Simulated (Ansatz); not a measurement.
C2H5BO2 (charge +1), SMILES [CH2][CH+]B(O)O, a ladder of methods at one geometry

Computed with Ansatz 0.2.0 through its Python package.

Run as a notebook:

**Cell 1**
```python
from pathlib import Path

import ansatz as az
import numpy as np
```

**Cell 2**
```python
BASIS = "cc-pVDZ"
NET_CHARGE = 1
```

**Cell 3**
```python
GEOMETRY = """
C     1.74170    0.49870   -0.44890
C     0.70860   -0.57400   -0.34140
B    -0.79690   -0.23080   -0.07220
O    -1.78180   -1.30520    0.02150
O    -1.22370    1.16000    0.06620
H     1.50050    1.17910   -1.29240
H     1.79490    1.07490    0.49860
H     1.00710   -1.61090   -0.44960
H    -1.80350   -1.54260    0.98290
H    -1.14700    1.35080    1.03520
"""
```

**Cell 4**
```python
molecule = az.Crystal.molecule()
for line in GEOMETRY.strip().splitlines():
    symbol, *xyz = line.split()
    molecule = molecule.atom(symbol, [float(v) for v in xyz])
```

**Cell 5**
```python
calc = (
    molecule.calculation()
    .basis(gaussian=BASIS)
    .charge(NET_CHARGE)
    .spin("collinear", total=1)
)
```

**Cell 6**
```python
print("functional    E (Ha)        dipole (D)   HOMO (eV)  LUMO (eV)")
for name in ["hf", "r2scan", "pbe", "cam_b3lyp", "lc_wpbe"]:
    r = calc.functional(name).forces().orbitals().run(threads=1, runs_dir="runs").report
    lines = Path(r["orbitals_path"]).read_text().splitlines()
    field_of = lambda key: [line.split("=")[1].strip() for line in lines if line.startswith(key)]
    orbitals = [(27.211386 * float(e), s, float(n)) for e, s, n in zip(field_of("Ene="), field_of("Spin="), field_of("Occup="))]
    homo = max(e for e, _, n in orbitals if n > 0.5)
    lumo = min(e for e, _, n in orbitals if n < 0.5)
    dipole = 4.803205 * np.linalg.norm(r["charge_distribution"]["dipole_moment_e_ang"])
    print(f"{name:10s} {r['free_energy_ev'] / 27.211386246:14.6f} {dipole:9.3f} {homo:11.3f} {lumo:10.3f}")
```
Output:
```text
functional    E (Ha)        dipole (D)   HOMO (eV)  LUMO (eV)
hf            -252.740763     5.784     -17.710     -7.253
r2scan        -254.014536     4.753     -12.528    -12.222
pbe           -253.847263     4.646     -12.134    -11.978
cam_b3lyp     -254.023660     5.304     -14.931    -10.204
lc_wpbe       -253.967841     5.361     -16.371     -9.039
```

Total energies depend on the basis set; only differences at equal settings carry meaning. The geometry is a force-field or estimated start, not a minimum of this method, and the basis set is short of its limit. A lower total doesn't mark the better method: functionals have no common bound, and MP2 and coupled cluster aren't variational. The species is open-shell (spin multiplicity 2). The expectation value of S² is noticeably off S(S+1) in at least one run, so that state is spin-contaminated. An ion's dipole depends on the origin; the program takes it about the centre of nuclear charge. Levels such as HOMO and LUMO are orbital energies: with these approximate functionals they aren't the ionisation energy and electron affinity, and their gap isn't the fundamental gap. Run time: 92 s on 1 thread of Intel(R) Xeon(R) Processor @ 2.30GHz, with other jobs on the host, peak memory 0.39 GiB.
